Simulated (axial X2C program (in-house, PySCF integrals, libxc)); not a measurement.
**IS⁻: EOM-EE-CCSD levels**

Aim: EOM-EE-CCSD levels of IS⁻, with spin–orbit coupling in the Hamiltonian from the start.

Computed with an in-house X2C program for linear molecules on PySCF integrals. Level: two-component X2C with atomic mean-field terms, I dyall-acv3z, S dyall-av3z.

All values are calculated.

## Step 1: The job

File task.json:

```json
{
 "zs": [
  53,
  16
 ],
 "q": -1,
 "bas": [
  "dyall-acv3z",
  "dyall-av3z"
 ],
 "r0": 2.36,
 "eom": "ee",
 "thr": -2.0,
 "nmax": 88
}
```

Keys: zs atomic numbers; q charge; bas basis sets; r0 starting distance in Å; eom kind of EOM run; thr threshold in hartree for freezing inner shells (an s shell follows its p shell); nmax most natural virtual spinors.

On the command line:

```
python soeom.py task.json out
```

The runs that follow: EOM-EE-CCSD at 2.411 Å.

Q: Predict the outcome of this session. Wanted: next root led by one particle; T1 of the reference.

As calculated:

```
                     quantity                         value
       lowest root at 2.411 Å               Ω = 2, 1.805 eV
next root led by one particle  Ω = 1, about 500 cm⁻¹ higher
          T1 of the reference                         0.012
```

What this shows: The lowest root lies 1.80 eV above the closed-shell reference. Errors of 0.1 to 0.3 eV are usual at this size, and roots led by higher excitations are left out, so the list is incomplete, and low states of that kind can be missing.
